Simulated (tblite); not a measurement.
# C6H8F2S: the cost of one run

Programs: tblite 0.8.0 and PySCF 2.14.0, with density-fitted response routines of our own. Each step states its level of theory. These are calculated values for one molecule in the gas phase, unless marked as measured. Atoms count from 0, in the outputs and in this text.

## 1. The starting structure

17 atoms, charge -1, multiplicity 2; geometry from: force field or distance geometry start.

Bonds of the start (Å): C0–C1 1.48, C1–C2 1.51, C1–C3 1.47, C3–C4 1.34, C4–S5 1.78, S5–C6 1.83, C6–F7 1.38, C6–F8 1.39, C0–H9 1.09, C0–H10 1.11, C2–H11 1.11, C2–H12 1.13, C2–H13 1.10, C3–H14 1.08, C4–H15 1.08, C6–H16 1.10.

## 2. Geometry optimisation with GFN2-xTB

What the job is given:

```
{"job": {"kind": "relax", "xc": "GFN2-xTB", "basis": "xTB"}, "charge": -1, "multiplicity": 2}
C     -2.223500    -1.390500    -0.681800
C     -1.298800    -0.395900    -0.099100
C     -1.804900     0.360500     1.105600
C     -0.525200     0.418300    -1.046300
C      0.723200     0.767800    -0.711700
S      1.418800     0.256400     0.840400
C      3.201000    -0.034700     0.574300
F      3.329600    -1.126800    -0.254000
F      3.795600    -0.256200     1.806700
H     -3.062100    -1.002400    -1.259900
H     -1.748800    -2.254700    -1.187900
H     -2.774200    -0.012800     1.502600
H     -1.876600     1.444400     0.783100
H     -1.044100     0.273300     1.896900
H     -0.993700     0.711700    -1.973200
H      1.255100     1.370400    -1.437700
H      3.621700     0.883200     0.132200
```

Command:

```console
$ OMP_NUM_THREADS=1 python probes_run.py task.json out
```

This one command runs all jobs of the session in turn.

**Question.** How long does this first job take on 1 thread of Arm Neoverse V2, shared host?

About 1.4 s.
